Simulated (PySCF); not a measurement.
# C3H8O2Si: the cost of one run

Computed with PySCF 2.14.0, with density-fitted response routines of our own, on a single molecule in the gas phase. Atoms count from 0, in the outputs and in this text.

### Step 1. Starting geometry

14 atoms, charge 0, multiplicity 1; geometry from: GFN2-xTB. The atoms were then displaced at random by about 0.01 Å, so the start is not that level's minimum.

Bonds of the start (Å): C0–C1 1.50, C1–C2 1.31, C2–O3 1.38, O3–Si4 1.58, Si4–O5 1.61, C0–H6 1.09, C0–H7 1.10, C0–H8 1.05, C1–H9 1.08, C2–H10 1.09, Si4–H11 1.45, Si4–H12 1.46, O5–H13 0.94.

### Step 2. Optimising the geometry at PBE0-D3(BJ)/def2-SVP

What the job is given:

```
{"job": {"xc": "PBE0", "basis": "def2-SVP", "d3": "d3bj", "grid": 1, "shake": 0.01, "kind": "geom"}, "charge": 0, "multiplicity": 1}
C     -2.280120    -0.499940    -0.105380
C     -1.632450     0.841750     0.065670
C     -0.332690     1.007690     0.122770
O      0.586150    -0.018450     0.044110
Si     2.162620    -0.070000    -0.011240
O      2.377480    -1.662270    -0.017550
H     -2.983800    -0.661790     0.710890
H     -2.856770    -0.480340    -1.042510
H     -1.563160    -1.264110    -0.119480
H     -2.262080     1.714780     0.155290
H      0.122040     1.988100     0.266810
H      2.686980     0.560670    -1.212870
H      2.727880     0.559650     1.179390
H      3.240750    -2.030800    -0.043670
```

The run is started by

```
OMP_NUM_THREADS=1 python probes_run.py task.json out
```

One launch serves the whole session: the jobs run in the order shown.

**Question.** How long does this first job take on 1 thread of Arm Neoverse N1, shared host, and how much memory does it need?

About 4.5 min, with a peak of 0.52 GiB.
